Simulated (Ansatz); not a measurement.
**GeH₈N₂O₂Si: a ladder of functionals and wavefunction methods**

An exercise on one series of results from a longer session: the logs are not shown, and one member is left open.

Method: functionals in def2-TZVPP, the program's frozen cores in correlated methods; program: Ansatz 0.2.0, Gaussian basis.

Plan: PBE-D4, r2SCAN-D4, PBE0-D4, B3LYP-D4, ωB97X-V, ωB97M-V, B2PLYP; CCSD(T)/def2-TZVPP; MP2/def2-QZVPP; extrapolation to the limit.

## The relaxed structure

All runs share one geometry, relaxed beforehand with PBE0-D4 in a triple-zeta def2 set.

SMILES `[NH2][GeH2][Si](N)(O)O`, 14 atoms, charge 0, spin multiplicity 1.

Atoms are counted from 1 here; the program's logs count them from 0.

Bond lengths: N1–Ge2 1.853 Å, N1–H7 1.011 Å, N1–H8 1.012 Å, Ge2–Si3 2.386 Å, Ge2–H9 1.557 Å, Ge2–H10 1.542 Å, Si3–N4 1.702 Å, Si3–O5 1.645 Å, Si3–O6 1.646 Å, N4–H11 1.009 Å, N4–H12 1.007 Å, O5–H13 0.960 Å, O6–H14 0.958 Å. Angles: Ge2–N1–H7 114.2°, Ge2–N1–H8 112.2°, H7–N1–H8 108.1°, N1–Ge2–Si3 104.9°, N1–Ge2–H9 113.3°, N1–Ge2–H10 106.0°, Si3–Ge2–H9 112.0°, Si3–Ge2–H10 114.5°, H9–Ge2–H10 106.2°, Ge2–Si3–N4 107.7°, Ge2–Si3–O5 108.5°, Ge2–Si3–O6 113.5°, N4–Si3–O5 112.5°, N4–Si3–O6 110.8°, O5–Si3–O6 103.9°, Si3–N4–H11 121.1°, Si3–N4–H12 120.0°, H11–N4–H12 111.5° and more.

The first run:

Contents of in.yaml:

```yaml
crystal:
  periodic: [false, false, false]
  atoms:
    - {symbol: N, position_ang: [0.359760, 0.222333, -2.447026]}
    - {symbol: Ge, position_ang: [0.895996, -0.677327, -0.918384]}
    - {symbol: Si, position_ang: [-0.314613, 0.357865, 0.857923]}
    - {symbol: N, position_ang: [-0.695012, -0.849543, 1.995715]}
    - {symbol: O, position_ang: [-1.655556, 1.073774, 0.228944]}
    - {symbol: O, position_ang: [0.497861, 1.599641, 1.571092]}
    - {symbol: H, position_ang: [0.780885, -0.121536, -3.299628]}
    - {symbol: H, position_ang: [-0.644946, 0.210341, -2.564773]}
    - {symbol: H, position_ang: [0.637665, -2.210877, -0.983416]}
    - {symbol: H, position_ang: [2.426005, -0.501051, -0.837009]}
    - {symbol: H, position_ang: [-1.240882, -0.637441, 2.817015]}
    - {symbol: H, position_ang: [-0.836713, -1.799348, 1.693135]}
    - {symbol: H, position_ang: [-1.527601, 1.954714, -0.130073]}
    - {symbol: H, position_ang: [1.317161, 1.378454, 2.016484]}
basis:
  gaussian: {orbitals: def2-TZVPP}
hamiltonian: {xc: pbe, dispersion: d4}
output: {forces: true, orbitals: {seedname: orbitals}}
```

Started as:

```console
> ansatz run in.yaml --threads 2 --pin off --events-out ev --progress --plain --max-ram 20480MiB --backend cuda --devices 0, --max-vram 18GiB
```

Steps of the session up to this table: PBE-D4 (GGA); r2SCAN-D4 (meta-GGA); PBE0-D4 (hybrid); B3LYP-D4 (hybrid); ωB97X-V (range-separated); ωB97M-V (range-separated); B2PLYP (double hybrid); CCSD(T) in def2-TZVPP; MP2 in def2-QZVPP.

One table of the session follows, with a row left open; its other results are not shown here.

```
            method  atomisation energy (kJ/mol)
            PBE-D4                       4969.5
         r2SCAN-D4                       4894.6
           PBE0-D4                       4859.1
          B3LYP-D4                            ?
           ωB97X-V                       4936.6
           ωB97M-V                       4920.0
            B2PLYP                       4847.0
     HF/def2-TZVPP                       3332.6
    MP2/def2-TZVPP                       4853.4
   CCSD/def2-TZVPP                       4698.6
CCSD(T)/def2-TZVPP                       4777.0
           MP2/CBS                       5014.2
       CCSD(T)/CBS                       4937.7
```

Estimate the missing values for B3LYP-D4.

The run gave: atomisation energy (kJ/mol): 4901.5. In the column «atomisation energy (kJ/mol)» it lies between r2SCAN-D4 (4894.6) and ωB97M-V (4920.0).

Caveats from the session: Free atoms (2 N, 1 Ge, 1 Si, 2 O, 8 H) were run apart at each level; the atomisation energy is their sum less the molecule, without zero-point or spin-orbit terms.
